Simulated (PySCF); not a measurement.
# A diatomic session: InC+

One job finds the state of InC+, follows it along the bond with each method and fits the curves.

Method: In cc-pVDZ-PP with ECP28, C cc-pVDZ, scalar-relativistic core potentials; program: PySCF 2.14.0.

### Step 1. The job

Settings of the job:

* atoms: In, C
* charge: 1
* basis: In cc-pVDZ-PP with ECP28, C cc-pVDZ
* Hamiltonian: scalar-relativistic core potentials
* basis functions: 37
* electrons treated: 26
* masses in u: 114.9039, 12.0000
* levels: PBE0, PBE, r²SCAN, r²SCANh, MN15, B2PLYP, CAM-B3LYP, HF, MP2, SCS-MP2, CCSD, CCSD(T)
* grid: 80 radial by 434 angular points
* occupations: held fixed by the projection of orbital angular momentum
* dissociation limit: In+ + C, each in its ground configuration
* starting distance in angstrom: 2.200
* values of 2S to try: 0, 2

Launch:

```console
OMP_NUM_THREADS=1 python dia.py task.json out
```

After this run come: First curve: PBE0; Higher solutions at PBE0; PBE (GGA); r²SCAN (meta-GGA); r²SCANh; MN15 (hybrid meta-GGA); B2PLYP (double hybrid); CAM-B3LYP (range-separated hybrid); UHF; MP2 and coupled cluster.

What does the calculation give? Wanted: for each run, Re; ωe; De; μ.

As calculated:

Lowest PBE0 solution found, without spin–orbit coupling: ³Π (triplet), unpaired electrons σ ↑, π ↑. State 3 has its PBE0 minimum 0.40 eV higher, as a spin-mixed determinant (⟨S²⟩ = 1.01), so this is no gap between pure states. The other levels ran on the lowest alone.

| level | Re (Å) | ωe (cm⁻¹) | De (eV) | μ (D) |
| --- | --- | --- | --- | --- |
| UHF | 3.358 | 87.9 | 0.133 | -0.28 |
| UHF-MP2 | 3.127 | 115.7 | 0.201 | n/a |
| UHF-SCS-MP2 | 3.186 | 108.4 | 0.181 | n/a |
| UHF-CCSD | 3.129 | 112.8 | 0.196 | n/a |
| UHF-CCSD(T) | 3.089 | 117.9 | 0.210 | n/a |
| PBE | 2.841 | 163.7 | 0.436 | 0.99 |
| r²SCAN | 2.843 | 164.1 | 0.372 | 0.96 |
| r²SCANh | 2.861 | 161.1 | 0.348 | 0.89 |
| PBE0 | 2.884 | 156.3 | 0.347 | 0.77 |
| MN15 | 2.893 | 165.7 | 0.408 | 0.86 |
| CAM-B3LYP | 2.925 | 150.9 | 0.314 | 0.66 |
| B2PLYP | 2.981 | 139.3 | 0.269 | 0.49 |

De is counted to In+ + C in their ground configurations. A positive dipole points from In to C; in an ion it is taken about the centre of mass and does not tell which atom is negative.

What this shows: The methods spread over 0.517 Å in bond length, from PBE to UHF. CCSD(T) can't serve as the judge here: for a weak bond in this basis it is far from its limit. Among the levels with a De in the table, it runs from 0.133 eV (UHF) to 0.436 eV (PBE).

Correlated steps freeze 5 core orbitals. These are scalar-relativistic numbers at best; spin–orbit coupling would shift them, the dissociation energy most. B2PLYP dipoles, levels and charges come from its SCF part alone. The bond is weak, and basis-set superposition, which was not computed, may be a sizeable part of it.
